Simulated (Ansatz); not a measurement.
# CaMg, space group P-3m1: a surface slab

Computed with the Ansatz DFT code, driven from Python.

Notebook, run cell by cell (the value of a cell's last expression is shown):

In [1]:
```python
import ansatz as az
from ase import Atoms
from ase.build import surface
import numpy as np
```

In [2]:
```python
atoms = Atoms(
    ["Ca", "Ca", "Mg", "Mg"],
    scaled_positions=[
        (2 / 3, 1 / 3, 0.64302),
        (1 / 3, 2 / 3, 0.35698),
        (1 / 3, 2 / 3, 0.88746),
        (2 / 3, 1 / 3, 0.11254),
    ],
    cell=[
        (3.63669, 0.0, 0.0),
        (-1.81835, 3.14947, 0.0),
        (0.0, 0.0, 11.3356),
    ],
    pbc=True,
)
# the plane is named in the basis of this cell
slab = surface(atoms, (0, 0, 1), 2, vacuum=7.0)
slab.pbc = True
```

In [3]:
```python
print(slab.get_chemical_formula(), "area {:.3f} A^2, cell height {:.2f} A".format(np.linalg.norm(np.cross(slab.cell[0], slab.cell[1])), slab.cell[2, 2]))


def prepared(structure):
    return (
        az.Crystal.from_ase(structure).calculation()
        .basis(420)
        .functional("lda")
        .occupations("Fermi-Dirac", width=0.1)
    )
```
```text
Ca4Mg4 area 11.454 A^2, cell height 34.12 A
```

In [4]:
```python
model = (
    prepared(slab)
    .kpoints(5, 5, 1)
    .electric_field(axis=3, dipole_correction=True)
    .potential()
    .forces()
)
res = model.run()
data = res.report
```
```text
DeckWarning: crystal.lattice, of which some number shows no typed digit to judge by, misses the space group found at crystal.symmetry.tolerance 1.0e-5 by more than rounding, which is why this is a warning: the operation that it misses by the most changes a squared length by the fraction 3.83e-6, and from 1e-6 on that is taken for a strain and not for rounding. The run uses the lattice that is a [...]
RunWarning: efield: at this solve's end the planar-averaged density reaches 7.71e-5 e/Å³ inside the ramp window [0.9207, 0.0793] (bound 1e-5 e/Å³); the window's nearer edge stands 4.29 Å from this solve's nearest atom along the axis. Its work functions, free energy, forces, stress, dipole, levels and responses can be off, and this figure does not tell by how much. A short vacuum, a low [...]
RunWarning: The output density's exchange-correlation potential varies sharply where the density is thin. Do not read a vacuum level from v_tot or v_xc, or from such a field of the output density. On a cell that repeats whose density bears no net charge and no dipole along the vacuum's axis use v_es (v_loc + v_h of the components); under efield.dipole_correction with no amplitude use v_es + [...]
```

In [5]:
```python
data["published_state_doubts"]
```
Out [5]:
```text
[]
```

In [6]:
```python
res.unlabelled_reasons
```
Out [6]:
```text
['vacuum_density_over_bound']
```

In [7]:
```python
print(f"slab free energy {data['free_energy_ev']:.4f} eV, Fermi level {data['fermi_energy_ev']:.3f} eV")
for key, value in data["work_function"].items():
    if isinstance(value, float):
        print(f"{key:34s} {value:12.5f}")
```
```text
slab free energy -14695.4360 eV, Fermi level 2.171 eV
ramp_position                           0.95000
ramp_width                              0.10000
amplitude_v_ang                         0.00000
dipole_field_v_ang                     -0.00000
dipole_moment_e_ang                    -0.00000
phi_plus_ev                             3.44132
phi_minus_ev                            3.44132
vacuum_level_plus_ev                    5.61246
vacuum_level_minus_ev                   5.61246
flatness_plus_ev_ang                    0.00902
flatness_minus_ev_ang                   0.00902
ramp_density_extremum_e_ang3            0.00008
ramp_density_minimum_e_ang3             0.00000
ramp_density_bound_e_ang3               0.00001
ramp_density_effective_e_ang3           0.00008
plane_spacing_ang                       0.14217
```

In [8]:
```python
print("z (A) and force along z (eV/A)")
for site, force in sorted(zip(res.lattice.sites, data["forces_ev_ang"]), key=lambda pair: pair[0].position_ang[2]):
    print(f"{site.symbol:3s} {site.position_ang[2]:8.3f} {force[2]:9.4f}")
```
```text
z (A) and force along z (eV/A)
Mg     7.000    0.2993
Ca     9.771   -0.2004
Ca    13.013    0.1089
Mg    15.784    0.0988
Mg    18.336   -0.0988
Ca    21.106   -0.1089
Ca    24.349    0.2004
Mg    27.120   -0.2993
```

Notes:
- Absolute energies stand on the zero of these potentials, so only differences at equal settings mean something. A total without «per atom» is that of the whole cell that was run.
- The density doesn't vanish in the vacuum (a short gap or a low cutoff), which blurs the vacuum level.
- The zero of the levels is a convention of the potentials, so an absolute Fermi energy is no work function.
- The structure comes from a database of computed cells and needn't be a stable or known phase.
- Warnings are shown shortened and without file and line.
- The slab is thin and cut from the structure as given; a cut can leave two unlike or polar faces, and the surface energy is then their mean. Miller indices refer to the vectors of the cell as typed, and the lattice isn't relaxed for this functional, so relaxation and surface energy can hold strain.
- It ran for 14 s on 1 thread of Arm Neoverse V1 (shared host), peak memory 0.57 GiB.
